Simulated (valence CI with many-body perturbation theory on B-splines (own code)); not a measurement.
# Levels and ionisation energy of Gd⁵⁹⁺

Aim: the low levels of Gd⁵⁹⁺, its ionisation energy, and how pure its levels are, set against NIST.

Program: an in-house CI+MBPT code version 3. Level of theory: configuration interaction of the valence electrons, many-body perturbation theory for a frozen closed Dirac-Fock core, no-pair Dirac Hamiltonian, B-spline basis. These are calculated values, not measurements, unless marked.

**1. The system**

* element: gadolinium (Z = 64, A = 158)
* charge: +59
* frozen core: [He]
* start configuration of the valence electrons: 2s2 2p1
* nuclear rms radius: 5.1569 fm

**2. The run**

Settings of the run:

```ini
atom Gd  Z=64  mass_number=158  rms_radius_fm=5.1569
core [He]
valence 2s2 2p1
avg = 1
basis = L
breit = 1
cap = 40000
capref = 1200
cscale = 1
de = 0.0
dress = 0
eps = 2e-08
h = 0.27
hh = 1
l2 = 3
lcore = 6
maxit = 60
n2 = 5
natural = 1
nlev = 60
nno = [7, 7, 6, 5, 4, 2, 1]
nroot = 26
nsp = [4, 4, 3, 2, 1, 0, 0]
pt2 = 1
qed = 1
rpa = 1
s1 = 1
s2 = 1
s3 = 1
screen = 1
tol = 2e-05
```

The run is started by

```sh
python run_cv.py task.json out
```

task.json holds these settings.

**Question.** What will come out?

The runs gave:

| quantity | computed | tabulated |
| --- | --- | --- |
| lowest level | 2s2 2p ²P° 1/2 | 2p ²P°1/2 |
| first excitation | 2s 2p2 ⁴P 1/2, 212.88 eV | - |
| ionisation energy, to 2s2 ¹S J = 0 | 13515 eV | 13521 ± 7 eV (tabulated theoretical) |
| dipole polarisability of the lowest level | 0.0003095 bohr³ | - |
| hyperfine A/(μ/I) of the lowest level | 4043700 MHz | - |
| no level missing from the run's list below | 9794.2 eV | - |

What this shows: The ionisation energy is 5.8 eV (0.04 %) below the NIST entry, whose uncertainty is 7 eV. Of the added terms Breit moves the ionisation energy most, by -20.2 eV. The lowest level is 100 % 2s2 2p. Cautions: by estimate large intervals hold to a few tenths of a per cent, small ones and the rates on them less well.
